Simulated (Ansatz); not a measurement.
**CHAlGa+ (quintet): the correlation ladder, cc-pVTZ**

An exercise on one series of results from a longer session: the logs are not shown, and one member is left open.

Program: Ansatz 0.2.0, Gaussian basis. Level of theory: cc-pVTZ, core rule «outside noble gas», up to 20 orbitals frozen. These are calculated values, not measurements.

The runs, in order: UHF; CCSD(T) on ROHF; CCSD(T) on UHF; BCCD(T) on ROHF; CCSDT(Q) on ROHF; CCSDT(Q) on UHF.

4 further runs of the same task are left out: 1 for a known fault of the program, 3 set aside as unsound or not needed.

## The geometry

The geometry is a PBE0/def2-TZVP stationary point (not a proven minimum) of the parent state, kept for this charge and spin. No spin-orbit coupling is included. The filled d shell of Ga may be among the frozen orbitals whatever the setting's name suggests; the logs give the count.

4 atoms, charge 1, spin multiplicity 5.

Atoms are counted from 1 here; the program's logs count them from 0.

Bond lengths: C1–Al2 1.943 Å, Al2–Ga3 2.652 Å, Al2–H4 1.870 Å, Ga3–H4 1.887 Å. Angles: C1–Al2–Ga3 152.6°, C1–Al2–H4 107.2°, Ga3–Al2–H4 45.3°, Al2–Ga3–H4 44.8°, Al2–H4–Ga3 89.8°.

The first run:

Contents of in.yaml:

```yaml
crystal:
  periodic: [false, false, false]
  atoms:
    - {symbol: C, position_ang: [0.000000, 0.353117, 3.308131]}
    - {symbol: Al, position_ang: [0.000000, -0.307507, 1.481286]}
    - {symbol: Ga, position_ang: [0.000000, 0.041063, -1.148206]}
    - {symbol: H, position_ang: [0.000000, 1.183406, 0.353214]}
basis:
  gaussian: {orbitals: cc-pVTZ}
total_charge: 1
magnetization: {spin_polarized: true, initial_magnetization: 4}
hamiltonian: {xc: hf}
output: {orbitals: {seedname: orbitals}}
```

The run is started by

```bash
$ ansatz run in.yaml --threads 1 --pin off --events-out ev --progress --plain --max-ram 4096MiB --backend cpu
```

Steps of the session up to this table: UHF; CCSD(T) on ROHF; CCSD(T) on UHF; BCCD(T) on ROHF; CCSDT(Q) on ROHF; CCSDT(Q) on UHF.

One table of the session follows, with a row left open; its other results are not shown here.

It belongs to the step «Misses and costs». 

| method | from UCCSDT(Q) (meV) |
| --- | --- |
| ROHF | +5935.0 |
| UHF | +5816.4 |
| RMP2 | +1337.1 |
| UMP2 | +1351.9 |
| RCCSD | +286.9 |
| UCCSD | +281.8 |
| RCCSD(T) | +65.9 |
| UCCSD(T) | +63.8 |
| BCCD(T) | +62.7 |
| RCCSDT | +14.5 |
| UCCSDT | +11.9 |
| RCCSDT(Q) | ? |
| UCCSDT(Q) | 0 |

Estimate the missing values for RCCSDT(Q).

The run gave: from UCCSDT(Q) (meV): +3.6. In the column «from UCCSDT(Q) (meV)» it lies between UCCSDT(Q) (0) and UCCSDT (+11.9).

Caveats from the session: Restricted and unrestricted rows rest on different reference determinants; where their highest levels disagree by more than a few hundredths of an eV, they describe different states and don't form one ladder.
